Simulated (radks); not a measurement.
# Ga⁺ in [Ar] 3d10 4s2: an all-electron calculation

The task here is to estimate one member of a computed series from the others.

The numbers are computed with radks (a radial shooting solver on a logarithmic mesh, Libxc functionals) version 1 (Dirac Kohn-Sham, BP86, spin-unpolarised, spherical densities, point nucleus), except any that are marked as measured or tabulated.

**Starting point**

| Property | Result |
| --- | --- |
| element | gallium (Z = 31) |
| charge | +1 |
| electrons | 30 |
| configuration | [Ar] 3d10 4s2 |

The outer shells:

Ga⁺
```
[Ar] core
3d [↑↓][↑↓][↑↓][↑↓][↑↓]
4s [↑↓]
```

Set-up of the first run:

The run's settings:

```text
Z 31
configuration [Ar] 3d10 4s2
relativity Dirac
functional b88,p86
spin unpolarised
j_filling energy
nucleus point
c 137.035999084
```

One table of the session follows, with a row left open; its other results are not shown here.

Radial moments (bohr):

```
level     <r>  outermost maximum (interpolated)  90 % within  nodes
1s1/2       ?                                 ?            ?      ?
2s1/2  0.2176                             0.182        0.337      1
2p1/2  0.1883                             0.144        0.308      0
2p3/2  0.1918                             0.147        0.313      0
3s1/2  0.6517                             0.564        0.977      2
3p1/2  0.6719                             0.561         1.04      1
3p3/2  0.6827                             0.570         1.05      1
3d3/2  0.8042                             0.531         1.39      0
3d5/2  0.8104                             0.534         1.40      0
4s1/2   2.208                              1.85         3.31      3
```

Q: Estimate the row for 1s1/2 from the others.

As computed: <r>: 0.04859; outermost maximum (interpolated): 0.0318; 90 % within: 0.0868; nodes: 0. In the column «<r>» it is the lowest.
